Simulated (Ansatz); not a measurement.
# Ge2HN: the cost of one run

Program: Ansatz 0.2.0, Gaussian basis. Level of theory: cc-pVTZ, all electrons in the functionals, frozen cores in the correlation of double hybrids and RPA. These are calculated values, not measurements.

The runs, in order: PBE, r2SCAN, PBE0, B3LYP, wB97X-V, wB97M-V, B2PLYP, RKS PBE0, RPA-PBE.

## (1) The geometry

The geometry is a PBE0/def2-TZVP stationary point (not a proven minimum). No spin-orbit coupling is included. The filled d shell of Ge may be among the frozen orbitals whatever the setting's name suggests; the logs give the count.

4 atoms, charge 0, spin multiplicity 1.

Atoms are counted from 1 here; the program's logs count them from 0.

Bond lengths: Ge1–Ge2 2.332 Å, Ge2–N3 1.702 Å, N3–H4 1.020 Å. Angles: Ge1–Ge2–N3 168.8°, Ge2–N3–H4 114.3°.

No dispersion term is added; wB97X-V, wB97M-V hold VV10 nonlocal correlation. B3LYP takes the VWN-RPA correlation.

## (2) PBE (unrestricted)

in.yaml

```yaml
crystal:
  periodic: [false, false, false]
  atoms:
    - {symbol: Ge, position_ang: [-0.000008, -0.121823, 2.729775]}
    - {symbol: Ge, position_ang: [-0.000015, -0.054440, 0.398639]}
    - {symbol: N, position_ang: [-0.000002, -0.335637, -1.280045]}
    - {symbol: H, position_ang: [0.000025, 0.511900, -1.848369]}
basis:
  gaussian: {orbitals: cc-pVTZ}
magnetization: {spin_polarized: true, initial_magnetization: 0}
hamiltonian: {xc: {name: PBE}}
output: {orbitals: {seedname: orbitals}}
```

The run is started by

```bash
ansatz run in.yaml --threads 1 --pin off --events-out ev --progress --plain --max-ram 4096MiB --backend cpu
```

What time and memory should one allow on 1 thread of AMD EPYC 7R13, shared host?

About 19 s, with a peak of 0.32 GiB.
